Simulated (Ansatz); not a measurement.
# HfMg3: the cost of one run

Program: Ansatz 0.2.0 through its Python package. Level of theory: DFT r2SCAN, plane waves, PAW. These are calculated values, not measurements.

### Step 1. The structure

It takes space group Pm-3m (No. 221, cubic). The conventional cell has a = 4.433 Å, b = 4.433 Å, c = 4.433 Å, α = 90.00°, β = 90.00°, γ = 90.00°. Mg (site symmetry 4/mmm) is surrounded by 8 Mg at 3.13 Å and 4 Hf at 3.13 Å. Around Hf (site symmetry m-3m) lie 12 Mg at 3.13 Å.

Input file hfmg3.vasp:

```text
HfMg3
1.0
   4.43337600    0.00000000    0.00000000
   0.00000000    4.43337600    0.00000000
   0.00000000    0.00000000    4.43337600
Mg Hf
3 1
Direct
   0.50000000    0.50000000    0.00000000
   0.50000000    0.00000000    0.50000000
   0.00000000    0.50000000    0.50000000
   0.00000000    0.00000000    0.00000000
```

### Step 2. The code

slab_hfmg3.py

```python
import ansatz as az
from ase.build import surface
from ase.io import read
import numpy as np

atoms = read("hfmg3.vasp", format="vasp")
slab = surface(atoms, (0, 0, 1), 3, vacuum=8.0)
slab.pbc = (True, True, False)

print(slab.get_chemical_formula(), "area {:.3f} A^2, cell height {:.2f} A".format(np.linalg.norm(np.cross(slab.cell[0], slab.cell[1])), slab.cell[2, 2]))


def settings(structure):
    return (
        az.Crystal.from_ase(structure).calculation()
        .occupations("Fermi-Dirac", width=0.15)
        .basis(20 * az.Ha)
        .functional("r2scan")
    )


base = settings(slab).kpoints(4, 4, 1).potential().forces()
result = base.run()
r = result.report

print(f"slab free energy {r['free_energy_ev']:.4f} eV, Fermi level {r['fermi_energy_ev']:.3f} eV")
print("vacuum reading:", {k: round(v, 3) for k, v in r.get("vacuum", {}).items() if isinstance(v, float)})

print("z (A) and force along z (eV/A)")
for site, force in sorted(zip(result.lattice.sites, r["forces_ev_ang"]), key=lambda pair: pair[0].position_ang[2]):
    print(f"{site.symbol:3s} {site.position_ang[2]:8.3f} {force[2]:9.4f}")
```

### Step 3. What the engine is handed

The engine receives this input:

```yaml
crystal:
  lattice:
    - [4.433376, 0.0, 0.0]
    - [0.0, 4.433376, 0.0]
    - [0.0, 0.0, 27.08344]
  periodic: [true, true, false]
  atoms:
    - { symbol: Mg, position: [0.5, 0.5, 0.2953834520282505] }
    - { symbol: Mg, position: [0.5, 0.0, 0.3772300712169503] }
    - { symbol: Mg, position: [0.0, 0.5, 0.3772300712169503] }
    - { symbol: Hf, position: [0.0, 0.0, 0.2953834520282505] }
    - { symbol: Mg, position: [0.5, 0.5, 0.4590766904056501] }
    - { symbol: Mg, position: [0.5, 0.0, 0.54092330959435] }
    - { symbol: Mg, position: [0.0, 0.5, 0.54092330959435] }
    - { symbol: Hf, position: [0.0, 0.0, 0.4590766904056501] }
    - { symbol: Mg, position: [0.5, 0.5, 0.6227699287830497] }
    - { symbol: Mg, position: [0.5, 0.0, 0.7046165479717496] }
    - { symbol: Mg, position: [0.0, 0.5, 0.7046165479717496] }
    - { symbol: Hf, position: [0.0, 0.0, 0.6227699287830497] }
basis:
  ecutwfc: 544.22772491976
kpoints:
  mp_grid:
    grid: [4, 4, 1]
hamiltonian:
  xc: r2scan
scf:
  occupations:
    method: fermi_dirac
    width: 0.15
output:
  write_potential: true
  forces: true
```

### Step 4. Launch

Started as:

```
> python slab_hfmg3.py
```

What time and memory should one allow on 1 thread of Arm Neoverse V2, shared host?

About 3.1 min, with a peak of 2.4 GiB.
